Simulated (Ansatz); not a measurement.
# C₃H₉NSi: basis-set convergence

One table from this session's results is given with a row withheld; the runs are named, their logs left out.

Program: Ansatz 0.2.0, Gaussian basis. Level of theory: one geometry, several basis sets. These are calculated values, not measurements.

Plan: PBE0-D4/def2-SVP; ωB97M-V/def2-SVP; PBE0-D4/def2-QZVPP; ωB97M-V/def2-QZVPP; the functionals' def2-TZVPP values are taken from earlier runs.

### Structure used throughout

The geometry comes from an earlier relaxation with PBE0-D4 in a triple-zeta def2 set; it is a stationary point, not always the lowest conformer.

SMILES `C=NC[SiH2]C`, 14 atoms, charge 0, spin multiplicity 1.

Atoms are counted from 1 here; the program's logs count them from 0.

Bond lengths: C1–N2 1.259 Å, C1–H6 1.099 Å, C1–H7 1.089 Å, N2–C3 1.436 Å, C3–Si4 1.895 Å, C3–H8 1.102 Å, C3–H9 1.096 Å, Si4–C5 1.866 Å, Si4–H10 1.491 Å, Si4–H11 1.490 Å, C5–H12 1.093 Å, C5–H13 1.092 Å, C5–H14 1.092 Å. Angles: N2–C1–H6 123.2°, N2–C1–H7 119.3°, H6–C1–H7 117.5°, C1–N2–C3 118.7°, N2–C3–Si4 109.4°, N2–C3–H8 113.6°, N2–C3–H9 108.9°, Si4–C3–H8 109.7°, Si4–C3–H9 107.0°, H8–C3–H9 108.0°, C3–Si4–C5 111.2°, C3–Si4–H10 107.7°, C3–Si4–H11 108.0°, C5–Si4–H10 111.0°, C5–Si4–H11 110.7°, H10–Si4–H11 108.2°, Si4–C5–H12 110.8°, Si4–C5–H13 111.1° and more.

Coordinates:

```xyz
14
charge 0, multiplicity 1
C    -1.26255    0.38844    2.12929
N    -0.64622    0.81331    1.11662
C     0.67519    0.31587    0.85354
Si    0.63842   -0.78547   -0.68863
C    -0.04224    0.13745   -2.16013
H    -0.82593   -0.32144    2.84588
H    -2.27681    0.73592    2.32043
H     1.11261   -0.24108    1.69811
H     1.33433    1.16145    0.62733
H     2.03203   -1.24890   -0.94740
H    -0.19932   -1.97899   -0.38286
H     0.59621    0.98688   -2.41441
H    -0.10903   -0.51210   -3.03574
H    -1.03961    0.51946   -1.93315
```

The first run:

The input, in.yaml:

```yaml
crystal:
  periodic: [false, false, false]
  atoms:
    - {symbol: C, position_ang: [-1.262546, 0.388440, 2.129294]}
    - {symbol: N, position_ang: [-0.646222, 0.813313, 1.116616]}
    - {symbol: C, position_ang: [0.675195, 0.315867, 0.853545]}
    - {symbol: Si, position_ang: [0.638419, -0.785473, -0.688628]}
    - {symbol: C, position_ang: [-0.042238, 0.137454, -2.160127]}
    - {symbol: H, position_ang: [-0.825932, -0.321444, 2.845883]}
    - {symbol: H, position_ang: [-2.276806, 0.735916, 2.320431]}
    - {symbol: H, position_ang: [1.112614, -0.241080, 1.698106]}
    - {symbol: H, position_ang: [1.334327, 1.161455, 0.627334]}
    - {symbol: H, position_ang: [2.032034, -1.248896, -0.947401]}
    - {symbol: H, position_ang: [-0.199319, -1.978993, -0.382856]}
    - {symbol: H, position_ang: [0.596213, 0.986878, -2.414406]}
    - {symbol: H, position_ang: [-0.109029, -0.512096, -3.035742]}
    - {symbol: H, position_ang: [-1.039609, 0.519458, -1.933147]}
basis:
  gaussian: {orbitals: def2-SVP}
hamiltonian: {xc: pbe0, dispersion: d4}
output: {orbitals: {seedname: orbitals}}
```

Steps of the session up to this table: PBE0-D4 in def2-SVP; ωB97M-V in def2-SVP; PBE0-D4 in def2-QZVPP; ωB97M-V in def2-QZVPP.

One of the session's tables, all rows but one given; the rest of the session is left out.

It belongs to the step «Density functionals: the series». 

```
functional       basis  HOMO (eV)  LUMO (eV)
   PBE0-D4    def2-SVP          ?          ?
   PBE0-D4  def2-TZVPP      -7.38      -0.40
   PBE0-D4  def2-QZVPP      -7.41      -0.49
   ωB97M-V    def2-SVP      -9.59       2.11
   ωB97M-V  def2-TZVPP      -9.78       1.72
   ωB97M-V  def2-QZVPP      -9.80       1.48
```

Estimate the missing values for PBE0-D4, def2-SVP.

The run gave: HOMO (eV): -7.22; LUMO (eV): -0.16. In the column «HOMO (eV)» it is the highest.
